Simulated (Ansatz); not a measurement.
# CuO2: magnetic order and moments

An exercise on one series of results from a longer session: the logs are not shown, and one member is left open.

Method: DFT PBEsol, scalar-relativistic, plane waves, PAW, in Ansatz 0.2.0.

**The structure to begin with**

The structure is cubic, space group Fm-3m (No. 225). The conventional cell has a = 4.924 Å, b = 4.924 Å, c = 4.924 Å, α = 90.00°, β = 90.00°, γ = 90.00°. Around Cu (site symmetry m-3m) lie 8 O at 2.13 Å. O (site symmetry -43m) is surrounded by 4 Cu at 2.13 Å.

Structure file:

```cif
data_structure
_symmetry_space_group_name_H-M 'P 1'
_symmetry_Int_Tables_number 1
_cell_length_a 3.4815
_cell_length_b 3.4815
_cell_length_c 3.4815
_cell_angle_alpha 60.000
_cell_angle_beta 60.000
_cell_angle_gamma 60.000
_cell_volume 29.84
loop_
_atom_site_label
_atom_site_type_symbol
_atom_site_fract_x
_atom_site_fract_y
_atom_site_fract_z
_atom_site_occupancy
Cu1 Cu 0.00000 0.00000 0.00000 1
O1 O 0.25000 0.25000 0.25000 1
O2 O 0.75000 0.75000 0.75000 1
```

The structure is invented: a known structure type filled with these elements, not a reported compound.

Set-up of the first run:

(A quick probe on a coarse mesh, which set the mesh and smearing, is not shown.)

input.yaml reads:

```yaml
crystal:
  lattice:
    - [0.0, 2.4618215478, 2.4618215478]
    - [2.4618215478, 0.0, 2.4618215478]
    - [2.4618215478, 2.4618215478, 0.0]
  atoms:
    - { symbol: Cu, position: [0.0, 0.0, 0.0], spin: 0.72 }
    - { symbol: O, position: [0.25, 0.25, 0.25], spin: 0.8 }
    - { symbol: O, position: [0.75, 0.75, 0.75], spin: 0.8 }
basis:
  ecutwfc: 420
kpoints:
  mp_grid: { grid: [8, 8, 8] }
hamiltonian:
  xc: pbesol
scf:
  occupations: { method: gaussian, width: 0.1 }
output:
  forces: true
  stress: true
  eigenvalues: true
  populations: true
magnetization:
  spin_polarized: true
relax:
  adjacent_minimum: "off"
  f_tol: 0.05
  max_steps: 80
  cell: { stress_tol: 0.5 }
```

Launch:

```console
ansatz run input.yaml --threads 1 --pin off --max-ram 2560MiB --backend cpu --events-out ev --progress --plain --runs-dir out
```

Steps of the session up to this table: Coarse relaxation; Relaxing cell and atoms; Magnetic start: no spin polarisation; Magnetic start: ferromagnetic; Start: large parallel starting moments; Magnetic start: antiferromagnetic, doubled cell, propagation vector (0, 0, 1/2); Magnetic start: antiferromagnetic, doubled cell, propagation vector (0, 1/2, 1/2); Magnetic start: small parallel starting moments.

One of the session's tables, all rows but one given; the rest of the session is left out.

It belongs to the step «The magnetic starts in order of energy». 

```
                                                            start  energy above the lowest (meV/atom)  pressure (GPa)
                                                    ferromagnetic                                0.00             0.0
                                  large parallel starting moments                                0.00             0.0
                                  small parallel starting moments                                0.00             0.0
  antiferromagnetic, doubled cell, propagation vector (0, 0, 1/2)                                   ?               ?
antiferromagnetic, doubled cell, propagation vector (0, 1/2, 1/2)                                72.4            -1.1
                                                          no spin                                82.7            -1.6
```

**Question.** Estimate the row for antiferromagnetic, doubled cell, propagation vector (0, 0, 1/2).

As computed: energy above the lowest (meV/atom): 59.4; pressure (GPa): -0.4. In the column «energy above the lowest (meV/atom)» it lies between small parallel starting moments (0.00) and antiferromagnetic, doubled cell, propagation vector (0, 1/2, 1/2) (72.4).

Limits of these values: Only these starts were tried, so a lower state is not ruled out.
